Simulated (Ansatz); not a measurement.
**Selenium, dhcp under PBEsol: structure, energy and stiffness**

Aim: take selenium in the dhcp structure, relax it, solve it on a dense k-mesh, then scale the cell to 7 volumes from 88 to 112 % of the relaxed one and try a fit of the equation of state. Spin polarisation is left out. The k-meshes are 12×12×3 for the relaxation; 13×13×6 for the dense run; 11×11×5 for the volumes.

Computed with Ansatz 0.2.0 (DFT PBEsol, plane waves (420 eV) with PAW, scalar-relativistic; the PAW data stem from PBE, with regenerated cores, unless a step says otherwise).

## (1) The structure to begin with

It takes space group P6_3/mmc (No. 194, hexagonal). Conventional cell: a = 3.136 Å, b = 3.136 Å, c = 10.242 Å, α = 90.00°, β = 90.00°, γ = 120.00°. Around Se (site symmetry -3m) lie 12 Se at 3.14 Å. Around Se (site symmetry -6m2) lie 12 Se at 3.14 Å.

Structure file:

```xyz
4
Lattice="3.1360 0.0000 0.0000 -1.5680 2.7159 0.0000 0.0000 0.0000 10.2423" Properties=species:S:1:pos:R:3 pbc="T T T"
Se    0.0000    0.0000    0.0000
Se    0.0000    0.0000    5.1211
Se    0.0000    1.8106    2.5606
Se    1.5680    0.9053    7.6817
```

## (2) Relaxing cell and atoms

input.yaml reads:

```yaml
crystal:
  lattice:
    - [3.1360302227, 0.0, 0.0]
    - [-1.5680151114, 2.7158818399, 0.0]
    - [0.0, 0.0, 10.2422747074]
  atoms:
    - { symbol: Se, position: [0.0, 0.0, 0.0] }
    - { symbol: Se, position: [0.0, 0.0, 0.5] }
    - { symbol: Se, position: [0.3333333333, 0.6666666667, 0.25] }
    - { symbol: Se, position: [0.6666666667, 0.3333333333, 0.75] }
hamiltonian:
  xc: pbesol
  pseudopotentials:
    kind: paw
    azcp:
      Se: "pseudopotentials/Se.paw.azcp"
basis:
  ecutwfc: 420
  fft_grid_basis: typed
kpoints:
  mp_grid: { grid: [12, 12, 3], shift: [0, 0, 0] }
magnetization:
  spin_polarized: false
scf:
  occupations: { method: fermi_dirac, width: 0.1 }
relax:
  max_steps: 60
  f_tol: 0.01
  cell: {}
```

The run is started by

```console
$ ansatz run input.yaml --threads 2 --pin off --max-ram 5120MiB --backend cpu --events-out ev --progress --plain --runs-dir out
```

Further steps of the session: Single point on a dense mesh; At 88 % of the relaxed volume; At 92 % of the relaxed volume; At 96 % of the relaxed volume; At 100 % of the relaxed volume; At 104 % of the relaxed volume; At 108 % of the relaxed volume; At 112 % of the relaxed volume.

Before running it: what results should come out? Wanted: space group; conventional cell; volume; shortest distance; gap on the mesh; relative to trigonal; highest ELF outside the cores; V₀, B₀, B₀′.

The runs gave:

| quantity | value |
| --- | --- |
| space group (spins left aside) | P6_3/mmc (No. 194) |
| conventional cell | a = 3.697 Å, c = 7.250 Å (c/a = 1.961) |
| volume | 21.453 Å³/atom |
| shortest distance | 2.800 Å |
| gap on the mesh | none (levels filled in part) |
| relative to trigonal (grey) selenium | +217 meV/atom |
| highest ELF outside the cores | 0.80, 0.79 Å from the nearest atom |
| V₀, B₀, B₀′ | 21.476 Å³/atom, 78 GPa, 4.3 |

**Reading.** From the guessed start the volume shrank by 1.6 % in 15 steps. Against the reference form of selenium (trigonal (grey) selenium, computed apart with the same settings) it stands 217 meV/atom higher, so it is far from stable. Levels at the Fermi energy are filled in part, as in a metal. The fitted modulus is 78 GPa; letting shape and positions relax at each volume could only lower it. The symmetry was held, so the structure may be unstable against distortions that break it.
